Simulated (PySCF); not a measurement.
# C3H2BrNO: the cost of one run

Computed with PySCF 2.14.0 and routines of our own; the level stands in each step. Atoms count from 0.

### Step 1. The system as given

8 atoms, charge 0, multiplicity 1; geometry from: GFN2-xTB.

### Step 2. Optimising the geometry at PBE0-D3(BJ)/def2-SVP

What the job is given:

```
{"job": {"xc": "PBE0", "basis": "def2-SVP", "d3": "d3bj", "grid": 1, "maxiter": 30, "shake": 0.01, "kind": "geom"}, "charge": 0, "multiplicity": 1}
Br     0.215410     2.504680     0.159660
C      0.037440     0.663240     0.035750
C      1.057230    -0.302670     0.039450
N      0.601020    -1.489680    -0.056490
O     -0.774900    -1.370460    -0.141840
C     -1.104080    -0.070170    -0.080260
H      2.143790    -0.151470     0.124700
H     -2.120770     0.197400    -0.133450
```

On the command line:

```bash
OMP_NUM_THREADS=1 python heavy_run.py task.json out
```

One launch serves the whole session: the jobs run in the order shown.

Q: Estimate the wall time and peak memory of this first job on 1 thread of Arm Neoverse V1, shared host.

About 24 s, with a peak of 0.45 GiB.
